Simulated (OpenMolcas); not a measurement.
# SiSbH3F (SMILES [F][Sb][SiH3]) at 5 levels

Wanted: a comparison of 5 runs (UHF/STO-3G, UHF/3-21G, UHF/def2-SVP, UPBE0/def2-SVP, ROMP2/def2-SVP) of SiSbH3F. 

Program for the calculation: OpenMolcas 26.06.

3 further runs of the same task are left out: 1 that didn't finish, 2 set aside as unsound or not needed.

## (1) The structure to begin with

SiSbH3F: 6 atoms, total charge 0, spin state doublet. As SMILES, `[F][Sb][SiH3]`. The shape is that of a PBE0-D4/def2-TZVP optimisation.

Bond lengths: F1–Sb2 1.930 Å, Sb2–Si3 2.584 Å, Si3–H4 1.489 Å, Si3–H5 1.486 Å, Si3–H6 1.486 Å. Angles: F1–Sb2–Si3 92.8°, Sb2–Si3–H4 107.7°, Sb2–Si3–H5 110.6°, Sb2–Si3–H6 110.6°, H4–Si3–H5 109.3°, H4–Si3–H6 109.2°, H5–Si3–H6 109.4°.

## (2) Energy and forces at UHF/STO-3G (run 1)

Input file test.inp:

```
&GATEWAY
BasLib=$CurrDir
Coord
6
angstrom
F        1.318400      -1.809300       1.358700
Sb      -0.277900      -1.949500       0.282800
Si      -0.243200       0.561400      -0.325900
H       -1.407700       0.828000      -1.214900
H        1.011400       0.907100      -1.044100
H       -0.358900       1.398200       0.897100
Basis=STO-3G
Group=NoSym
&SEWARD
&SCF
UHF
Spin=2
Thresholds=1e-10 1e-07 1e-07 1e-05
PrOrbitals=1
&ALASKA
```

The basis set STO-3G is read from a file made from the Basis Set Exchange's data (not shown).

Launch:

```bash
$ export MOLCAS_MEM=1860
$ pymolcas test.inp > test.log
```

Output:

```text
--- Start Module: gateway ---
[...]
--- Stop Module: gateway /rc=_RC_ALL_IS_WELL_ ---
[...]
      Basis functions           44
[...]
--- Start Module: scf ---
[...]
       Convergence after  20 Iterations
[...]
::    Total SCF energy                              -6636.7390713746
[...]
      Total spin, S                                     0.5073858131
[...]
      Total electronic charge=   77.000000
      Total            charge=   -0.000000
[...]
      Dipole Moment (debye):
      Origin of the operator (angstrom)=   -0.0943   -1.4699    0.2897
                   X= -4.3955E-01               Y=  8.5898E-01               Z= -5.2150E-01           Total=  1.0968E+00
      Quadrupole Moment (debye*angstrom):
[...]
--- Stop Module: scf /rc=_RC_ALL_IS_WELL_ ---
[...]
--- Start Module: alaska ---
[...]
 *              Molecular gradients               *
 **************************************************
  Irreducible representation: a
 ------------------------------------------------------------------------------------------
                              X                       Y                       Z
 ------------------------------------------------------------------------------------------
  F1               -6.93339631403944E-04    1.11462594971873E-03   -7.65115660332327E-04
  SB2              -1.01457944549210E-03   -1.60258165818448E-02    3.30318026895071E-03
  SI3               4.31649923525035E-03   -9.29289569086933E-03    5.40387395771980E-03
  H4               -2.75694339127686E-02    2.56993892783353E-03   -2.00835148712066E-02
  H5                2.77317233258119E-02    5.33348777435094E-03   -1.55112706969844E-02
  H6               -2.77086957142159E-03    1.63006596206889E-02    2.76528470018844E-02
 ------------------------------------------------------------------------------------------
--- Stop Module: alaska /rc=_RC_ALL_IS_WELL_ ---
[...]
```

It took 3.3 s on 1 thread of Arm Neoverse V2, shared host; peak memory 0.38 GiB.

## (3) Energy and forces at UHF/3-21G (run 2)

Input file coord.xyz:

```xyz
6

F      1.318400    -1.809300     1.358700
Sb    -0.277900    -1.949500     0.282800
Si    -0.243200     0.561400    -0.325900
H     -1.407700     0.828000    -1.214900
H      1.011400     0.907100    -1.044100
H     -0.358900     1.398200     0.897100
```

Input file job.inp:

```
&GATEWAY
BasLib
$CurrDir
Coord
coord.xyz
Basis
3-21G
Group
NoSym
&SEWARD
&SCF
UHF
Spin
2
Thresholds
1e-10 1e-07 1e-07 1e-05
PrOrbitals
1 1
&ALASKA
```

The basis set 3-21G is read from a file made from the Basis Set Exchange's data (not shown).

Launch:

```bash
$ export MOLCAS_MEM=1860
$ pymolcas job.inp > job.log
```

Output:

```text
--- Start Module: gateway ---
[...]
--- Stop Module: gateway /rc=_RC_ALL_IS_WELL_ ---
[...]
      Basis functions           59
[...]
--- Start Module: scf ---
[...]
       Convergence after  18 Iterations
[...]
::    Total SCF energy                              -6673.7052122811
[...]
      Total spin, S                                     0.5037848498
[...]
      Total electronic charge=   77.000000
      Total            charge=   -0.000000
[...]
      Dipole Moment (debye):
      Origin of the operator (angstrom)=   -0.0943   -1.4699    0.2897
                   X= -2.0653E+00               Y= -9.3025E-02               Z= -1.4135E+00           Total=  2.5044E+00
      Quadrupole Moment (debye*angstrom):
[...]
--- Stop Module: scf /rc=_RC_ALL_IS_WELL_ ---
[...]
--- Start Module: alaska ---
[...]
 *              Molecular gradients               *
 **************************************************
  Irreducible representation: a
 ------------------------------------------------------------------------------------------
                              X                       Y                       Z
 ------------------------------------------------------------------------------------------
  F1                7.83657282393335E-03   -8.80468810265628E-04    5.66135845794946E-03
  SB2              -6.68365533854143E-03    1.27526402722467E-02   -7.86537984582836E-03
  SI3              -3.38879763157385E-04   -1.28376392479304E-02    3.04191746230131E-03
  H4               -5.08635938710533E-04    4.82942932121366E-04   -4.88434618413081E-04
  H5                6.74486003049424E-06    1.78798144570891E-04   -3.82536687471013E-04
  H6               -3.12146643547950E-04    3.03726709359520E-04    3.30752313510985E-05
 ------------------------------------------------------------------------------------------
--- Stop Module: alaska /rc=_RC_ALL_IS_WELL_ ---
[...]
```

Run time: 3.9 s. Hardware: 1 thread of Arm Neoverse V2, shared host; peak memory 0.39 GiB.

Runs 3 to 4 aren't shown in full; the table further down has their settings and results.

## (4) A single-point energy at ROMP2/def2-SVP (core potential) (run 5)

Input file geom.xyz:

```xyz
6

F      1.318400    -1.809300     1.358700
Sb    -0.277900    -1.949500     0.282800
Si    -0.243200     0.561400    -0.325900
H     -1.407700     0.828000    -1.214900
H      1.011400     0.907100    -1.044100
H     -0.358900     1.398200     0.897100
```

Input file test.inp:

```
* FH3SbSi ROMP2
&GATEWAY
BasLib
$CurrDir
Coord
geom.xyz
Basis
def2-SVP
Group
NoSym
&SEWARD
&SCF
UHF
Spin
2
Thresholds
1e-10 1e-07 1e-07 1e-05
PrOrbitals
1 1
&RASSCF
FileOrb
$Project.UnaOrb
Spin
2
Nactel
1 0 0
Inactive
24
Ras2
1
OutOrbitals
Canonical
OrbListing
Nothing
&CASPT2
IPEA
0.0
Frozen
10
```

The basis set def2-SVP is read from a file made from the Basis Set Exchange's data (not shown).

Launch:

```bash
$ export MOLCAS_MEM=1860
$ pymolcas test.inp > test.log
```

Output:

```text
--- Start Module: gateway ---
[...]
--- Stop Module: gateway /rc=_RC_ALL_IS_WELL_ ---
[...]
      Basis functions           73
[...]
       Convergence after  20 Iterations
[...]
::    Total SCF energy                               -629.2067965355
[...]
      Total spin, S                                     0.5066993134
[...]
--- Start Module: rasscf ---
[...]
      Number of active orbitals                  1
[...]
      Spin quantum number                      0.5
[...]
      Active orbitals                            1
[...]
      Number of CSFs                             1
[...]
      Number of root(s) required                 1
[...]
      Convergence after  7 iterations
[...]
      printout of CI-coefficients larger than  0.05 for root  1
      energy=    -629.203171
      conf/sym  1     Coeff  Weight
             1  u   1.00000 1.00000
      Natural orbitals and occupation numbers for root  1
      sym 1:   1.000000
      ************************************************************************************************************************
      *                                                    Final results                                                     *
[...]
::    RASSCF root number  1 Total energy:   -629.20317124
[...]
      Total electronic charge=   49.000000
      Total            charge=   -0.000000
[...]
      Dipole Moment (debye):
      Origin of the operator (angstrom)=   -0.0943   -1.4699    0.2897
                   X= -2.2967E+00               Y=  2.0447E-01               Z= -1.6494E+00           Total=  2.8350E+00
      Quadrupole Moment (debye*angstrom):
[...]
--- Stop Module: rasscf /rc=_RC_ALL_IS_WELL_ ---
[...]
--- Start Module: caspt2 ---
[...]
 ###    WARNING: User changed nr of frozen orbitals.                         ###
 ###############################################################################
[...]
      E2 (Variational):          -0.3904526616
      Total energy:            -629.5936238985
[...]
      Reference weight:           0.87747
[...]
::    CASPT2 Root  1     Total energy:   -629.59362390
[...]
--- Stop Module: caspt2 /rc=_RC_ALL_IS_WELL_ ---
[...]
```

Run time: 7.5 s. Hardware: 1 thread of Arm Neoverse V2, shared host; peak memory 0.42 GiB.

## (5) All runs side by side

```tsv
run	level	integration grid	task	energy (Eh)	dipole moment (D)	HOMO energy (eV)	LUMO energy (eV)	wall time
1	UHF/STO-3G	–	gradient	-6636.739071	1.10	-6.03	4.20	3.3 s
2	UHF/3-21G	–	gradient	-6673.705212	2.50	-8.75	0.11	3.9 s
3	UHF/def2-SVP (core potential)	–	gradient	-629.206797	2.84	-8.95	0.26	6.3 s
4	UPBE0/def2-SVP (core potential)	UltraFine	gradient	-630.996398	2.28	-6.23	-3.14	24 s
5	ROMP2/def2-SVP (core potential)	–	energy	-629.593624	–	–	–	7.5 s
```

## (6) What came out

| quantity | value |
| --- | --- |
| run 5: total energy | -629.59362 Eh |

**Reading.** Over runs 1, 2, 3, 4 the dipole moment (its size) runs from 1.10 D (UHF/STO-3G) to 2.84 D (UHF/def2-SVP). The two ends differ in basis and core potential. Some runs of one species differ in core potentials or relativity; totals across that change don't compare. In run 1 the basis is minimal, so the values are rough. In runs 1, 2 relativity is left out where basis or elements ask for it. All runs together took 45 s, the longest 24 s.
